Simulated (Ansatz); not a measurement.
# InAg3 (Cmmm) in Ansatz: reference runs

How does InAg3 come out in PBEsol? The cell is run as given and disturbed.

All numbers are computed with Ansatz 0.2.0; they aren't measurements. Logs are shortened: lines on timing, memory, paths and dates and some standing lists are left out, and cuts for length are marked.

### Step 1. The crystal as given

The structure is orthorhombic, space group Cmmm (No. 65). The conventional cell has a = 3.104 Å, b = 5.192 Å, c = 9.860 Å, α = 90.00°, β = 90.00°, γ = 90.00°. In (site symmetry mmm) has 4 Ag at 2.97 Å and 6 In at 3.02 to 3.10 Å as nearest neighbours. Around Ag (site symmetry mm2) lie 8 Ag at 2.85 to 3.10 Å and 2 In at 2.97 Å. Ag (site symmetry mmm) is surrounded by 10 Ag at 2.85 to 3.10 Å.

The cell comes from a database or a generator and needn't be the stable form of this composition.

### Step 2. Single point, PBEsol

Contents of input.yaml:

```yaml
crystal:
  lattice:
    - [1.551904, -2.596151, 0.0]
    - [1.551904, 2.596151, 0.0]
    - [0.0, 0.0, 9.859954]
  atoms:
    - { symbol: In, position: [0.0, 0.0, 0.0] }
    - { symbol: Ag, position: [0.5, 0.5, 0.257129] }
    - { symbol: Ag, position: [0.0, 0.0, 0.5] }
    - { symbol: Ag, position: [0.5, 0.5, 0.742871] }
kpoints:
  mp_grid: { grid: [10, 10, 3] }
scf:
  occupations: { method: fermi_dirac, width: 0.05 }
hamiltonian:
  xc: pbesol
  pseudopotentials: { kind: all_electron, lapw: { basis_error: 0.001 } }
output:
  forces: true
  stress: true
  eigenvalues: true
  populations: true
```

Potentials or basis: all-electron LAPW, scalar-relativistic.

Run with:

```sh
$ ansatz run input.yaml --threads 2 --pin off --max-ram 8192MiB --backend cpu --events-out ev --progress --plain --runs-dir out
```

The program printed:

```text
Warning: RAYON_NUM_THREADS=2 ignored (pool sized by the plan → 2); use --threads N
In: projections on atomic orbitals take those of the free atom 1s2 2s2 2p6 3s2 3p6 3d10 4s2 4p6 4d10 5s2 5p1, of charge +0.00 (hamiltonian.pseudopotentials.projection_atoms)
Ag: projections on atomic orbitals take those of the free atom 1s2 2s2 2p6 3s2 3p6 3d10 4s2 4p6 4d10 5s1, of charge +0.00 (hamiltonian.pseudopotentials.projection_atoms)
LAPW: plane waves up to 8.056 Å⁻¹, error target 1.0e-3 eV per atom; small_component_spin mean_spin; Ag in spheres of 1.427 Å, 19 of its electrons in bands, Dirac shells []; In in spheres of 1.427 Å, 21 of its electrons in bands, Dirac shells [] (how accurate: hamiltonian.pseudopotentials.lapw.basis_error, Limitations)
Engine: ansatz 0.2.0, aarch64-unknown-linux-gnu
Pseudopotentials: kind: all_electron
Pseudopotential: In, LAPW, valence charge 21, lapw/all_electron/scalar/gaussian/In, Koelling and Harmon's equation, gaussian nucleus
Pseudopotential: Ag, LAPW, valence charge 19, lapw/all_electron/scalar/gaussian/Ag, Koelling and Harmon's equation, gaussian nucleus
Functional definition: PBEsol
  exchange = pbesol_x
  correlation = pbesol_c
Crystal: 4 atoms, lattice volume = 79.451 Å³
Basis set: ecut = 247.29296285691004 eV, 689 PW (Γ), exchange–correlation at level 2
Bands: 47, of which v1, the nominal top of the filled ones, is band 39 counted from 1 (38 counted from 0)
Symmetry: 8 space group operations
Space group: Cmmm (ITA 65), of the structure as read, at distance tolerance 4.3e-5 Å
k-points: 62 of 300
Non-local potential: In, projectors of the file, none
Non-local potential: Ag, projectors of the file, none
Initial density: superposition of atomic densities (chi_scale 0.1, normalization cell, long waves kept (reshape's long-wave potential 0.62 eV rms))
Initial wavefunctions: plane waves of lowest kinetic energy (no species holds an atomic orbital)
Functional: x = pbesol(κ = 0.804, μ = 0.12345679012345678), c = pbesol(β = 0.046)
iter 1 solved again at ethr=7.35e-4 eV; its pass at ethr=1.00e-1 eV (dr2=5.74e-1 eV) is discarded
SCF iter   1: F=—  HF=-593738.107089 eV  |F-HF|=—  |Δ(HF+E_count)|=         —  Δρ=2.24e-2  dr2=5.75e-1  ethr=7.35e-4  ⟨swp⟩=2.7  Hψ=18827  notcnv=0
preconditioner: auto → Kerker (q_TF=auto, 2.720 Å⁻¹)  [metal: Δε(μ)=0.043 eV  Ē_g=11.570 eV  σ=0.050 eV  W_gap=0.21  n_scr=34 (ndim 8)  ℏωp=28.3 eV  f_vac=0.000  D(μ)=1.09/eV (n_scr^D=4)]
SCF iter   2: F=—  HF=-593737.433509 eV  |F-HF|=—  |Δ(HF+E_count)|=   6.74e-1  Δρ=5.45e-3  dr2=7.20e-2  ethr=7.35e-4  ⟨swp⟩=3.0  Hψ=9355  notcnv=0
SCF iter   3: F=—  HF=-593737.207250 eV  |F-HF|=—  |Δ(HF+E_count)|=   2.26e-1  Δρ=6.75e-3  dr2=3.61e-2  ethr=9.23e-5  ⟨swp⟩=3.0  Hψ=9026  notcnv=0
SCF iter   4: F=—  HF=-593737.197555 eV  |F-HF|=—  |Δ(HF+E_count)|=         —  Δρ=3.08e-3  dr2=9.26e-3  ethr=4.63e-5  ⟨swp⟩=2.0  Hψ=8311  notcnv=0
the basis was enlarged: its passes take 42.7 KiB over the memory plan, 2 of 2 planned eigensolver slots
SCF iter   5: F=—  HF=-593737.197826 eV  |F-HF|=—  |Δ(HF+E_count)|=   2.71e-4  Δρ=1.57e-3  dr2=2.75e-3  ethr=1.19e-5  ⟨swp⟩=2.0  Hψ=8311  notcnv=0
SCF iter   6: F=—  HF=-593737.197773 eV  |F-HF|=—  |Δ(HF+E_count)|=   5.28e-5  Δρ=5.96e-4  dr2=4.15e-4  ethr=3.53e-6  ⟨swp⟩=2.0  Hψ=8310  notcnv=0
SCF iter   7: F=—  HF=-593737.197698 eV  |F-HF|=—  |Δ(HF+E_count)|=   7.56e-5  Δρ=2.75e-4  dr2=4.59e-5  ethr=5.32e-7  ⟨swp⟩=2.0  Hψ=8310  notcnv=0
SCF iter   8: F=—  HF=-593737.197700 eV  |F-HF|=—  |Δ(HF+E_count)|=   2.61e-6  Δρ=1.04e-4  dr2=1.13e-5  ethr=5.88e-8  ⟨swp⟩=2.0  Hψ=8310  notcnv=0
iter 9 solved again at ethr=1.18e-9 eV; its pass at ethr=1.45e-8 eV (dr2=9.21e-7 eV) is discarded
SCF iter   9: F=—  HF=-593737.197700 eV  |F-HF|=—  |Δ(HF+E_count)|=   3.75e-7  Δρ=2.15e-5  dr2=9.19e-7  ethr=1.18e-9  ⟨swp⟩=2.0  Hψ=14280  notcnv=0
SCF iter  10: F=—  HF=-593737.197700 eV  |F-HF|=—  |Δ(HF+E_count)|=   7.92e-8  Δρ=5.85e-6  dr2=1.23e-7  ethr=1.18e-9  ⟨swp⟩=2.0  Hψ=8310  notcnv=0
SCF iter  11: F=-593737.197700 eV  HF=-593737.197700 eV  |F-HF|=7.03e-8  |Δ(HF+E_count)|=    0.00e0  Δρ=2.31e-6  dr2=2.98e-8  ethr=1.58e-10  ⟨swp⟩=2.0  Hψ=8310  notcnv=0
SCF 1 converged in 11 iterations: F = -593737.197700 eV  dr2 = 2.98e-8
SCF converged after 11 iterations
Free energy (F): -593737.197700 eV
Harris-Foulkes:  -593737.197700 eV  (|F-HF|=7.03e-8)
Internal energy: -593737.189436 eV  (E = F + TS)
E sigma→0 (E₀):  -593737.193568 eV
Entropy (-TS):   -0.008264 eV (-2.066 meV/atom)
Fermi energy:    16.189794 eV
--- Per-component energies (eV) ---
  E_band       = -1249.069833
  E_kinetic    = 621381.771236
  E_xc         = -16269.962948
  E_electrostatic = -1198848.997723  (all electrons and nuclei)
  E_smearing   = -0.008264  (= −TS)
  E_closure    = 0.000000  (closes the sum)
  E_atoms      = -593724.723899  (free atoms, spherical and without spin; not in F)
  Σ components = -593737.197700   (vs F -593737.197700, Δ=0.00e0)
  Basis errors (estimates in eV, not in F): energy 2.9e-4 per atom: plane waves 2.6e-4 (1.4e-4 summed), levels above the bands 2.3e-61, relativity 1.9e-8, radial functions 2.7e-5, core shells 6.9e-7; eigenvalues (radial functions only) 4.4e-6; not estimated: angular momenta, meshes, grids; target (lapw.basis_error) 1.0e-3; muffin-tin radii Ag 1.427 Å, In 1.427 Å
--- Forces (eV/Å), atoms counted from 1 ---
  atom   1  In    -0.00000000     0.00000000     0.00000000
  atom   2  Ag     0.00000000     0.00000000     0.09966795
  atom   3  Ag    -0.00000000     0.00000000     0.00000000
  atom   4  Ag     0.00000000     0.00000000    -0.09966795
  max |Σ_I F_I| component: 1.48e-31 eV/Å
--- Stress (GPa, compression-positive) ---
       -5.119148       0.000000       0.000000
        0.000000      -5.901420       0.000000
        0.000000       0.000000      -6.215513
  P = ⅓ Tr σ = -5.7454 GPa (-57.454 kbar)
--- Band table (eV; the first three rows and the last of 62) ---
  k-point 0: bands = ["-99.2882", "-75.5820", "-75.5819", "-75.2719", "-57.8300", "-57.8052", "-57.7736", "-39.1293", "-39.1224", "-39.0436", "-39.0428", "-39.0098", "-39.0097", "-38.7832", "-38.7455", "-38.7174", "1.1948", "1.2520", "1.3706", "1.6963", "1.7320", "6.7127", "10.0645", "10.1519", "10.5771", "11.3892", "11.5036", "11.6478", "11.7428", "11.8781", "11.9526", "12.1241", "12.1739", "12.3673", "12.3841", "12.5136", "12.5759", "12.9775", "13.3374", "14.9953", "17.3225", "24.6960", "25.0579", "27.9531", "28.1888", "29.1845", "31.0637"]
  k-point 1: bands = ["-99.2882", "-75.5820", "-75.5819", "-75.2719", "-57.8300", "-57.8052", "-57.7736", "-39.1294", "-39.1224", "-39.0436", "-39.0427", "-39.0098", "-39.0097", "-38.7832", "-38.7455", "-38.7174", "1.1948", "1.2520", "1.3706", "1.6963", "1.7320", "6.7312", "9.5337", "10.5342", "10.6518", "11.3783", "11.6468", "11.7442", "11.8614", "11.9293", "12.0127", "12.1238", "12.2658", "12.3966", "12.4150", "12.5094", "12.5810", "12.9765", "13.3222", "13.7413", "18.8784", "21.9494", "27.9556", "28.0303", "28.2157", "29.2304", "30.5820"]
  k-point 2: bands = ["-99.2881", "-75.5815", "-75.5814", "-75.2715", "-57.8311", "-57.8066", "-57.7734", "-39.1280", "-39.1220", "-39.0480", "-39.0477", "-39.0127", "-39.0126", "-38.7827", "-38.7499", "-38.7203", "1.2081", "1.2768", "1.4085", "1.6616", "1.7193", "6.9230", "10.2638", "10.3805", "10.7154", "11.3231", "11.4782", "11.6346", "11.7077", "11.9835", "12.0307", "12.0831", "12.1598", "12.3612", "12.4220", "12.5367", "12.6264", "12.9392", "13.0445", "15.6241", "17.4452", "24.8590", "25.2005", "25.7375", "27.4345", "28.6917", "29.6323"]
  k-point 61: bands = ["-99.2865", "-75.5762", "-75.5762", "-75.2662", "-57.8536", "-57.8121", "-57.7713", "-39.1203", "-39.1143", "-39.0798", "-39.0796", "-39.0634", "-39.0625", "-38.7873", "-38.7761", "-38.7653", "1.0325", "1.3344", "1.6015", "1.7081", "1.9016", "10.4953", "10.6333", "10.6798", "10.7378", "11.1964", "11.5309", "11.6779", "12.0214", "12.1508", "12.1802", "12.9707", "13.1269", "13.1419", "13.1525", "13.4583", "13.9176", "14.2346", "16.2204", "17.6377", "18.5689", "18.6155", "19.6656", "20.2780", "22.5893", "24.9443", "25.6963"]
--- Löwdin populations: 4 sites ---
  site symbol       q [e]
     0     In     49.4216
     1     Ag     46.6936
     2     Ag     46.8746
     3     Ag     46.6936
  spilling = 0.001666 (of n_electrons = 190.000000)
```

Wall time 29 s (2 threads of Arm Neoverse V2, shared host); peak memory 0.67 GiB.

Results:

```yaml
Free_energy: -593737.1977 eV
Pressure: -5.7 GPa
Largest_force: 0.100 eV/Å
Band_gap_on_the_k_mesh: none (metal or under the smearing width)
Loewdin_charges: In -0.42; Ag +0.31, +0.13 e
```

Forces on the atoms (eV/Å):
```
In   0.000  0.000  0.000
Ag   0.000  0.000  0.100
Ag   0.000  0.000  0.000
Ag   0.000  0.000 -0.100
```

Caveat: the atomic charges don't sum to the cell's charge.

### Step 3. Single point, PBEsol (atoms moved at random, drawn with an rms of 0.05 Å)

input.yaml, as its differences from that of step 2:

```diff
@@ -6,6 +6,6 @@
   atoms:
-    - { symbol: In, position: [0.0, 0.0, 0.0] }
-    - { symbol: Ag, position: [0.5, 0.5, 0.257129] }
-    - { symbol: Ag, position: [0.0, 0.0, 0.5] }
-    - { symbol: Ag, position: [0.5, 0.5, 0.742871] }
+    - { symbol: In, position: [-0.006504, -0.009855, 0.001578] }
+    - { symbol: Ag, position: [0.51346, 0.511403, 0.256401] }
+    - { symbol: Ag, position: [-0.014191, -0.00496, 0.500417] }
+    - { symbol: Ag, position: [0.507176, 0.504634, 0.744449] }
 kpoints:
```

Potentials or basis: all-electron LAPW, scalar-relativistic.

Run with:

```sh
$ ansatz run input.yaml --threads 2 --pin off --max-ram 8192MiB --backend cpu --events-out ev --progress --plain --runs-dir out
```

It took 2.6 min on 2 threads of Arm Neoverse V2, shared host; peak memory 1.1 GiB.

Results (log left out):

| Quantity | Value |
| --- | --- |
| Free energy | -593737.1905 eV |
| Pressure | -5.7 GPa |
| Largest force | 0.182 eV/Å |
| Band gap on the k mesh | none (metal or under the smearing width) |
| Loewdin charges | In -0.43; Ag +0.31, +0.12 e |

Forces in eV/Å, atoms in the order of the input:
```
In   0.055 -0.001 -0.048
Ag  -0.089 -0.005  0.158
Ag   0.093  0.011  0.007
Ag  -0.059 -0.006 -0.117
```

Stress tensor (GPa, compression positive):
```
-5.15  0.01  0.01
 0.01 -5.85  0.00
 0.01  0.00 -6.21
```

Levels at points of the mesh, in eV from the Fermi level:
```tsv
k point	band 35	band 36	band 37	band 38	band 39	band 40	band 41	band 42	band 43	band 44
(0.00, 0.00, 0.00)	-3.77	-3.68	-3.62	-3.21	-2.87	-1.19	1.15	8.54	8.83	11.76
(0.00, -0.50, 0.00)	-3.02	-2.82	-2.38	-2.06	-0.33	0.45	1.67	2.58	5.74	5.94
(-0.50, 0.00, 0.00)	-3.02	-2.82	-2.38	-2.06	-0.33	0.45	1.67	2.58	5.73	5.93
(-0.50, -0.50, 0.00)	-3.03	-2.73	-2.61	-1.87	0.77	1.44	1.45	2.23	4.01	4.62
```

Caveat: the atomic charges don't sum to the cell's charge.
